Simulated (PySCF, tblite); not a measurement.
# C4H8AlBF2: geometry, infrared bands and NMR shifts

Aim: predict the infrared bands and NMR shifts of C4H8AlBF2 (`FB(F)[C@@H]1C[CH2][AlH][CH2]1`).

Programs: tblite 0.8.0 and PySCF 2.14.0, with density-fitted response routines of our own. Each step states its level of theory. These are calculated values for one molecule in the gas phase, unless marked as measured. Atoms are numbered from 0 throughout.

### 1 Starting geometry

16 atoms, charge 0, multiplicity 1; geometry from: force field or distance geometry start.

Bonds of the start (Å): F0–B1 1.46, B1–F2 1.44, B1–C3 1.60, C3–C4 1.46, C4–C5 1.48, C5–Al6 1.99, Al6–C7 2.00, C7–C3 1.50, C3–H8 1.11, C4–H9 1.12, C4–H10 1.12, C5–H11 1.10, C5–H12 1.11, Al6–H13 1.57, C7–H14 1.10, C7–H15 1.12.

### 2 Geometry optimisation with GFN2-xTB

Job settings and geometry (Å):

```
{"job": {"kind": "relax", "xc": "GFN2-xTB", "basis": "xTB"}, "charge": 0, "multiplicity": 1}
F     -0.813900     0.261700     2.325400
B     -1.603700     0.205600     1.095700
F     -2.937400    -0.349100     1.134000
C     -0.850300     0.190700    -0.311800
C     -0.090400    -1.032600    -0.580000
C      1.248300    -1.093100     0.041200
Al     1.661700     0.833600     0.285900
C     -0.061400     1.448200    -0.522800
H     -1.678900     0.225400    -1.052000
H     -0.054400    -1.240000    -1.681500
H     -0.670700    -1.897200    -0.168100
H      1.333100    -1.700000     0.951700
H      1.959900    -1.465600    -0.725400
H      2.953700     1.623800     0.686600
H      0.067800     1.712100    -1.583500
H     -0.471100     2.285600     0.093100
```

Run with:

```bash
> OMP_NUM_THREADS=1 python probes_run.py task.json out
```

The driver reads the jobs from task.json and runs them one after another.

**Question.** This job is followed by: GFN2-xTB harmonic vibrations, gas phase; GIAO PBE0/pcSseg-1 NMR shielding, non-relativistic, gas phase. Predict these results of the whole session: strongest single infrared mode (GFN2-xTB); zero-point energy (GFN2-xTB); 13C shifts against TMS (PBE0/pcSseg-1); 1H shifts against TMS (PBE0/pcSseg-1); 19F shifts against CFCl3 (PBE0/pcSseg-1, means over atoms taken as alike); 11B shifts against BF3·OEt2 (PBE0/pcSseg-1); 27Al shifts against AlH4- (PBE0/pcSseg-1).

The runs gave:

```
                                                                 quantity                                               value
                                strongest single infrared mode (GFN2-xTB)                               1872 cm⁻¹, 513 km/mol
                                             zero-point energy (GFN2-xTB)                                       70.8 kcal/mol
                                   13C shifts against TMS (PBE0/pcSseg-1)                           32.9, 25.8, 16.4, 6.5 ppm
                                    1H shifts against TMS (PBE0/pcSseg-1)  4.93, 2.32, 2.18, 1.57, 0.75, 0.73, 0.39, 0.10 ppm
19F shifts against CFCl3 (PBE0/pcSseg-1, means over atoms taken as alike)                                           -77.4 ppm
                              11B shifts against BF3·OEt2 (PBE0/pcSseg-1)                                            31.0 ppm
                                27Al shifts against AlH4- (PBE0/pcSseg-1)                                           149.3 ppm
```

The optimisation took 72 steps and gained 1.625 eV; among the close pairs (by a distance rule), F0–Al6 changed most, from 3.258 to 2.126 Å. No mode is imaginary among the 42: a minimum at this level. The strongest single mode, at 1872 cm⁻¹, moves mainly H13. GFN2-xTB is a fitted tight-binding method: band positions and strengths are rough. Its intensities can rank the bands wrongly. At PBE0/pcSseg-1: Shielding is most anisotropic at F0, F2 (span 291 ppm, paramagnetic term -221 ppm).
